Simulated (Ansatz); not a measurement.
**CdF2 (database structure): how the settings move a relaxation**

Question: which choices in the input matter for CdF2 (database structure)?

Computed with Ansatz 0.2.0 (reference: DFT r2SCAN, plane waves, PAW, scalar-relativistic, no spin polarisation, unless a step's input says otherwise).

## Step 1: The system as given

The structure is cubic, space group Fm-3m (No. 225). The conventional cell has a = 5.410 Å, b = 5.410 Å, c = 5.410 Å, α = 90.00°, β = 90.00°, γ = 90.00°. Around Cd (site symmetry m-3m) lie 8 F at 2.34 Å. F (site symmetry -43m) is surrounded by 4 Cd at 2.34 Å.

Coordinates:

```xyz
3
Lattice="0.0000 2.7048 2.7048 2.7048 0.0000 2.7048 2.7048 2.7048 0.0000" Properties=species:S:1:pos:R:3 pbc="T T T"
Cd    0.0000    0.0000    0.0000
F     1.3524    1.3524    1.3524
F     4.0572    4.0572    4.0572
```

## Step 2: Reference

input.yaml reads:

```yaml
crystal:
  lattice:
    - [0.0, 2.704828, 2.704828]
    - [2.704828, 0.0, 2.704828]
    - [2.704828, 2.704828, 0.0]
  atoms:
    - { symbol: Cd, position: [0.0, 0.0, 0.0] }
    - { symbol: F, position: [0.25, 0.25, 0.25] }
    - { symbol: F, position: [0.75, 0.75, 0.75] }
  symmetry: { tolerance: 0.0003 }
kpoints:
  mp_grid: { grid: [6, 6, 6], shift: [0, 0, 0] }
magnetization:
  spin_polarized: false
scf:
  occupations: { method: fermi_dirac, width: 0.0521 }
hamiltonian:
  pseudopotentials: { kind: paw }
  xc: r2scan
basis:
  ecutwfc: 500
output:
  forces: true
  stress: true
  eigenvalues: true
relax:
  max_steps: 40
  cell: {}
```

Command:

```console
$ ansatz run input.yaml --threads 1 --pin off --max-ram 2560MiB --backend cpu --events-out ev --progress --plain --runs-dir out
```

## Step 3: Changed: scf.algorithm density_mixing

Edit input.yaml of step 2 so:

```diff
@@ -16,2 +16,3 @@
   occupations: { method: fermi_dirac, width: 0.0521 }
+  algorithm: density_mixing
 hamiltonian:
```

## Step 4: Changed: starting moments, spin_polarized true, dispersion d3bjatm, ecutrho_ratio 12

input.yaml reads:

```yaml
crystal:
  lattice:
    - [0.0, 2.704828, 2.704828]
    - [2.704828, 0.0, 2.704828]
    - [2.704828, 2.704828, 0.0]
  atoms:
    - { symbol: Cd, position: [0.0, 0.0, 0.0], spin: 0.2 }
    - { symbol: F, position: [0.25, 0.25, 0.25], spin: 0.2 }
    - { symbol: F, position: [0.75, 0.75, 0.75], spin: 0.2 }
  symmetry: { tolerance: 0.0003 }
kpoints:
  mp_grid: { grid: [6, 6, 6], shift: [0, 0, 0] }
magnetization:
  spin_polarized: true
scf:
  occupations: { method: fermi_dirac, width: 0.0521 }
hamiltonian:
  pseudopotentials: { kind: paw }
  xc: r2scan
  dispersion: d3bjatm
basis:
  ecutwfc: 500
  ecutrho_ratio: 12
output:
  forces: true
  stress: true
  eigenvalues: true
relax:
  max_steps: 40
  cell: {}
```

## Step 5: Changed: lower_state_search off

Edit input.yaml of step 2 so:

```diff
@@ -16,2 +16,3 @@
   occupations: { method: fermi_dirac, width: 0.0521 }
+  lower_state_search: "off"
 hamiltonian:
```

## Step 6: Changed: scf.algorithm direct_min, ecutwfc 33.1 Ry

Edit input.yaml of step 2 so:

```diff
@@ -16,2 +16,3 @@
   occupations: { method: fermi_dirac, width: 0.0521 }
+  algorithm: direct_min
 hamiltonian:
@@ -20,3 +21,3 @@
 basis:
-  ecutwfc: 500
+  ecutwfc: "33.1 Ry"
 output:
@@ -25,2 +26,6 @@
   eigenvalues: true
+  write_density: true
+  write_potential: true
+  elf: true
+  volumetric_format: npy
 relax:
```

What does the calculation give? Wanted: for each run, ending; energy change; pressure; gap; force.

**Answer**, as computed:

```
                                                                           run     ending                                    energy change  pressure (GPa)  gap (eV)  force (eV/Å)  cycles   time
                                                                     reference  converged                                                0             0.0      3.81          0.00      17  7.3 s
                                               1: scf.algorithm density_mixing  converged                                     0.0 meV/atom             0.0      3.81          0.00      17  8.8 s
2: starting moments, spin_polarized true, dispersion d3bjatm, ecutrho_ratio 12  converged  -68.4 meV/atom (offset of the dispersion model)             0.0      3.84          0.00      31   40 s
                                                     3: lower_state_search off  converged                                     0.0 meV/atom             0.0      3.81          0.00      17  8.4 s
                                  4: scf.algorithm direct_min, ecutwfc 33.1 Ry  converged                                    +1.9 meV/atom             0.0      3.81          0.00      15   16 s
```

Times don't compare one to one where runs were asked for different outputs or read a saved state (see the inputs); cycles may leave out searches for a lower state.

**Reading.** Of the converged runs whose energies compare with the reference's, «scf.algorithm direct_min, ecutwfc 33.1 Ry» moves the energy most (+1.9 meV/atom). Run 4 ran under the cutoff that the potentials recommend, as the log warns, so basis error is mixed into its values.

The gaps are Kohn-Sham values of a semilocal functional, not quasiparticle or optical gaps. Such gaps usually fall short of the measured ones.
